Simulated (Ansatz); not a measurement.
# AlGaH3NO: shape, modes and thermochemistry

What shape does AlGaH3NO take? The plan is to relax it, then compute its harmonic vibrations to see whether it is a minimum and to get the zero-point energy and entropy.

Program: Ansatz 0.2.0, Gaussian basis. Level of theory: RKS PBE0-D4/def2-TZVP. These are calculated values, not measurements.

Levels to be run: relaxation at PBE0-D4/def2-TZVP; harmonic vibrations at the same level.

1 further run of the same task is left out (set aside as unsound or not needed).

## Step 1: Where the work starts

7 atoms, charge 0, spin multiplicity 1.

Atoms are counted from 1 here; the program's logs count them from 0.

Bond lengths: N1–Al2 1.772 Å, N1–H5 1.014 Å, N1–H6 1.012 Å, Al2–O3 1.625 Å, Al2–Ga4 2.525 Å, O3–Ga4 2.066 Å, Ga4–H7 1.763 Å. Angles: Al2–N1–H5 122.2°, Al2–N1–H6 128.9°, H5–N1–H6 108.8°, N1–Al2–O3 158.3°, N1–Al2–Ga4 147.0°, O3–Al2–Ga4 54.7°, Al2–O3–Ga4 85.4°, Al2–Ga4–O3 39.9°, Al2–Ga4–H7 155.4°, O3–Ga4–H7 115.5°.

The start is a GFN2-xTB geometry.

## Step 2: Geometry optimisation, PBE0-D4/def2-TZVP

in.yaml

```yaml
crystal:
  periodic: [false, false, false]
  atoms:
    - {symbol: N, position_ang: [-1.357980, 1.357930, 0.298220]}
    - {symbol: Al, position_ang: [-0.031690, 0.182420, 0.311490]}
    - {symbol: O, position_ang: [1.266730, -0.622460, 0.865900]}
    - {symbol: Ga, position_ang: [1.224770, -1.608180, -0.949100]}
    - {symbol: H, position_ang: [-1.515470, 2.004510, 1.063150]}
    - {symbol: H, position_ang: [-2.071070, 1.504200, -0.405030]}
    - {symbol: H, position_ang: [2.484710, -2.818420, -1.184620]}
basis:
  gaussian: {orbitals: def2-TZVP}
hamiltonian: {xc: pbe0, dispersion: d4}
relax: {f_tol: 0.005, max_steps: 150}
```

Run with:

```
ansatz run in.yaml --threads 2 --pin off --events-out ev --progress --plain --max-ram 22528MiB --backend cpu
```

After this run come: Force constants and modes.

**Question.** What will the summary of the whole plan be? Wanted: point group; shift from the start; total energy; dispersion term; dipole moment; lowest, highest wavenumber; zero-point energy.

The runs gave:

| quantity | value |
| --- | --- |
| point group | Cs |
| steps | 8 |
| shift from the start (rms) | 0.197 Å |
| total energy | -62550.5192 eV |
| dispersion term | -115 meV |
| dipole moment | 2.46 D |
| lowest, highest wavenumber | 142, 3698 cm⁻¹ |
| zero-point energy | 94.6 kJ/mol |
| entropy at 298.15 K | 331.8 J/(mol K) |

The atoms moved 0.20 Å (rms) from the start; the bond that changed most is Ga4–H7, from 1.763 to 1.568 Å. All wavenumbers are real, so the end point is a minimum. The stiffest mode, 3698 cm⁻¹, is an N–H stretch, and 2 modes under 200 cm⁻¹ make the vibrational entropy uncertain. Harmonic hybrid wavenumbers usually lie a few per cent above measured fundamentals. The largest Mulliken charge, -0.64 e, sits on N1.
